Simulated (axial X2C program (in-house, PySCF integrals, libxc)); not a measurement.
# GeTi: properties at the nuclei

Aim: properties at the nuclei of GeTi, with spin–orbit coupling in the Hamiltonian from the start.

Program: an in-house X2C program for linear molecules on PySCF integrals. Level of theory: two-component X2C with atomic mean-field terms, Ge dyall-cv3z, Ti dyall-cv3z. These are calculated values, not measurements.

## Step 1: Input

The input, task.json:

```json
{"zs": [32, 22], "q": 0, "bas": ["dyall-cv3z", "dyall-cv3z"], "r0": 2.57, "levels": ["PBE0", "HF", "LDA", "PBE50", "PBE"], "nst": 3}
```

Keys: zs atomic numbers; q charge; bas basis sets; r0 starting distance in Å; levels methods (HF also brings MP2); nst determinants followed.

Command:

```sh
python soeom.py task.json out
```

The runs that follow: Expectation values, lowest determinant; Expectation values, a higher determinant; Expectation values, a higher determinant.

**Question.** What will these runs give? Wanted: lowest determinant; Eeff magnitude; Ws magnitude Ge; A∥/gI Ge; qzz Ge; higher determinant (for each run or level that gives them).

As calculated:

| quantity | value |
| --- | --- |
| lowest determinant | Ω = 4 (excess of +ω over −ω: ω = 3/2, ω = 5/2) |
| Eeff magnitude (GV/cm), PBE0 | 0.0415 |
| Ws magnitude Ge (kHz), PBE0 | 0.0185 |
| A∥/gI Ge (MHz), PBE0 | -78.8 |
| qzz Ge (a.u.), PBE0 | -2.43 |
| higher determinant | Ω = 3 (excess of +ω over −ω: ω = 1/2, ω = 5/2) |
| Eeff magnitude (GV/cm), PBE0, higher determinant | 1.51 |
| Ws magnitude Ge (kHz), PBE0, higher determinant | 0.214 |
| A∥/gI Ge (MHz), PBE0, higher determinant | -58.3 |
| qzz Ge (a.u.), PBE0, higher determinant | -0.05 |
| higher determinant | Ω = 1 (excess of +ω over −ω: ω = -3/2, ω = 5/2) |
| Eeff magnitude (GV/cm), PBE0, higher determinant | 1.2 |
| Ws magnitude Ge (kHz), PBE0, higher determinant | 0.376 |
| A∥/gI Ge (MHz), PBE0, higher determinant | 241 |
| qzz Ge (a.u.), PBE0, higher determinant | -0.80 |

What this shows: In the first state, the effective field runs from 0.0415 to 2.88 GV/cm over the mean-field levels, so the levels don't agree on it. The expectation values come from single determinants, which for open shells can mix terms of unlike spin or miss the lowest Ω, so a determinant need not be a state. Eeff is the effective electric field on the electron dipole moment in this Ω state and Ws the scalar–pseudoscalar constant (defined with the proton number Z and per Ω); A∥ is the parallel hyperfine constant, which follows by multiplying with the nuclear g factor gI = μI/(I μN); qzz is the electric field gradient, eQq0 = 234.96 MHz × Q/barn × qzz; μ is positive if Ti is the positive end. The operators were transformed with the bare-nucleus X2C matrices.
